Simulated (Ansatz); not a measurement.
# Ge: the cost of one run

Program: Ansatz 0.2.0. Level of theory: DFT LDA, scalar-relativistic, plane waves, PAW. These are calculated values, not measurements.

2 further runs of the same task are left out: 2 set aside as unsound or not needed.

### 1 The system as given

Symmetry: Fmmm, No. 69, orthorhombic system. Conventional cell: a = 2.446 Å, b = 4.233 Å, c = 6.735 Å, α = 90.00°, β = 90.00°, γ = 90.00°. C (site symmetry m2m) is surrounded by 3 C at 1.41 Å.

Coordinates:

```xyz
4
Lattice="1.2228 -2.1167 0.0000 1.2228 2.1167 0.0000 0.0000 0.0000 6.7353" Properties=species:S:1:pos:R:3 pbc="T T T"
C     1.2228    1.7641    5.0516
C     1.2228   -0.3527    1.6838
C     1.2228   -1.7641    1.6838
C     1.2228    0.3527    5.0516
```

It goes back to an entry of the Materials Project, which need not be the stable form.

This cell was relaxed beforehand with the same method: volume 8.72 Å³/atom, gap on the mesh none (metal).

### 2 Swap C → Ge

The start of Ge: fractional positions of relaxed C, cell scaled by 1.335, a guess from tabulated radii.

### 3 Quick check of gap, pressure and forces (Ge)

Input file input.yaml:

```yaml
crystal:
  lattice:
    - [1.6329910501, -2.8268586735, 0.0]
    - [1.6329910501, 2.8268586735, 0.0]
    - [0.0, 0.0, 8.9948860065]
  atoms:
    - { symbol: Ge, position: [0.0833017589, 0.9166982411, 0.7500092796] }
    - { symbol: Ge, position: [0.5833017589, 0.4166982411, 0.2499907204] }
    - { symbol: Ge, position: [0.9166982411, 0.0833017589, 0.2499907204] }
    - { symbol: Ge, position: [0.4166982411, 0.5833017589, 0.7500092796] }
basis:
  ecutwfc: 420
kpoints:
  mp_grid: { grid: [6, 6, 2] }
hamiltonian:
  xc: lda
scf:
  occupations: { method: gaussian, width: 0.1 }
output:
  forces: true
  stress: true
  eigenvalues: true
```

On the command line:

```sh
> ansatz run input.yaml --threads 1 --pin off --max-ram 2560MiB --backend cpu --events-out ev --progress --plain --runs-dir out
```

**Question.** How long does this run take on 1 thread of Intel Xeon at 2.50GHz (Skylake/Cascade Lake), shared host, and how much memory does it need?

About 6.3 s, with a peak of 0.36 GiB.
